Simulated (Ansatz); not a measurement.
**GdPdSb: how the settings move a calculation**

How sensitive is a calculation of GdPdSb to its settings? A reference run comes first, then one run with altered input.

Program: Ansatz 0.2.0. Level of theory: reference: DFT PBEsol, scalar-relativistic, plane waves, PAW. These are calculated values, not measurements.

1 further run of the same task is left out (set aside as unsound or not needed). Runs told in other sessions of the task aren't counted.

### 1 The system as given

The structure is hexagonal, space group P6_3mc (No. 186). The conventional cell has a = 4.608 Å, b = 4.608 Å, c = 7.550 Å, α = 90.00°, β = 90.00°, γ = 120.00°. Gd (site symmetry 3m) has 3 Pd at 2.97 Å and 6 Sb at 3.16 to 3.37 Å in its first shell of neighbours. Pd (site symmetry 3m) has 4 Sb at 2.76 to 3.03 Å and 3 Gd at 2.97 Å in its first shell of neighbours. Sb (site symmetry 3m) has 4 Pd at 2.76 to 3.03 Å and 3 Gd at 3.16 Å in its first shell of neighbours.

Structure file:

```cif
data_structure
_symmetry_space_group_name_H-M 'P 1'
_symmetry_Int_Tables_number 1
_cell_length_a 4.6078
_cell_length_b 4.6078
_cell_length_c 7.5502
_cell_angle_alpha 90.000
_cell_angle_beta 90.000
_cell_angle_gamma 120.000
_cell_volume 138.83
loop_
_atom_site_label
_atom_site_type_symbol
_atom_site_fract_x
_atom_site_fract_y
_atom_site_fract_z
_atom_site_occupancy
Gd1 Gd 0.00000 0.00000 0.49776 1
Gd2 Gd 0.00000 0.00000 0.99776 1
Pd1 Pd 0.66667 0.33333 0.82272 1
Pd2 Pd 0.33333 0.66667 0.32272 1
Sb1 Sb 0.33333 0.66667 0.72429 1
Sb2 Sb 0.66667 0.33333 0.22429 1
```

### 2 The reference run

The input, input.yaml:

```yaml
crystal:
  lattice:
    - [4.60783508, 0.0, 0.0]
    - [-2.30391754, 3.99050224, 0.0]
    - [0.0, 0.0, 7.55017668]
  atoms:
    - { symbol: Gd, position: [0.0, 0.0, 0.49776405], spin: 7.62 }
    - { symbol: Gd, position: [0.0, 0.0, 0.99776405], spin: 7.62 }
    - { symbol: Pd, position: [0.6666666667, 0.3333333333, 0.82272491] }
    - { symbol: Pd, position: [0.3333333333, 0.6666666667, 0.32272491] }
    - { symbol: Sb, position: [0.3333333333, 0.6666666667, 0.72429102] }
    - { symbol: Sb, position: [0.6666666667, 0.3333333333, 0.22429102] }
basis:
  ecutwfc: 420
kpoints:
  mp_grid: { grid: [9, 9, 4] }
hamiltonian:
  xc: pbesol
scf:
  occupations: { method: gaussian, width: 0.05 }
  lower_state_search: "off"
output:
  forces: true
  stress: true
  eigenvalues: true
  populations: true
  hubbard: { sites: [{ species: Gd, l: f }] }
  write_density: true
  write_potential: true
  elf: true
  volumetric_format: npy
magnetization:
  spin_polarized: true
relax:
  adjacent_minimum: "off"
  f_tol: 0.005
  max_steps: 80
  cell: { stress_tol: 0.05 }
```

On the command line:

```sh
$ ansatz run input.yaml --threads 8 --pin off --max-ram 14336MiB --backend cpu --events-out ev --progress --plain --runs-dir out
```

### 3 Changing settings: mp_grid.grid [6, 6, 3]

The input, input.yaml:

```yaml
crystal:
  lattice:
    - [4.5583510245, 0.0, 0.0]
    - [-2.2791755123, 3.9476477866, 0.0]
    - [0.0, 0.0, 7.3567898617]
  atoms:
    - { symbol: Gd, position: [0.0, 0.0, 0.4987679567], spin: 7.62 }
    - { symbol: Gd, position: [0.0, 0.0, 0.9987679567], spin: 7.62 }
    - { symbol: Pd, position: [0.6666666667, 0.3333333333, 0.8217560846] }
    - { symbol: Pd, position: [0.3333333333, 0.6666666667, 0.3217560846] }
    - { symbol: Sb, position: [0.3333333333, 0.6666666667, 0.7242559387] }
    - { symbol: Sb, position: [0.6666666667, 0.3333333333, 0.2242559387] }
basis:
  ecutwfc: 420
kpoints:
  mp_grid: { grid: [6, 6, 3] }
hamiltonian:
  xc: pbesol
scf:
  occupations: { method: gaussian, width: 0.05 }
  lower_state_search: "off"
output:
  forces: true
  eigenvalues: true
  stress: true
magnetization:
  spin_polarized: true
```

Before running it: what results should come out? Wanted: for each run, ending; energy change; pressure; gap; abs. moment; force.

The runs gave:

```
                      run     ending  energy change  pressure (GPa)  gap (eV)  abs. moment (μB)  force (eV/Å)  cycles   time
                reference  converged              0             0.0      0.00             14.28          0.00       -   96 s
1: mp_grid.grid [6, 6, 3]  converged  +0.9 meV/atom             0.0      0.00             14.27          0.00      19  7.4 s
```

Times don't compare one to one where runs were asked for different outputs or read a saved state (see the inputs); cycles may leave out searches for a lower state.

What this shows: Changing the k-point mesh moves the energy by +0.9 meV/atom. Sampling errors of the energy have no fixed sign.
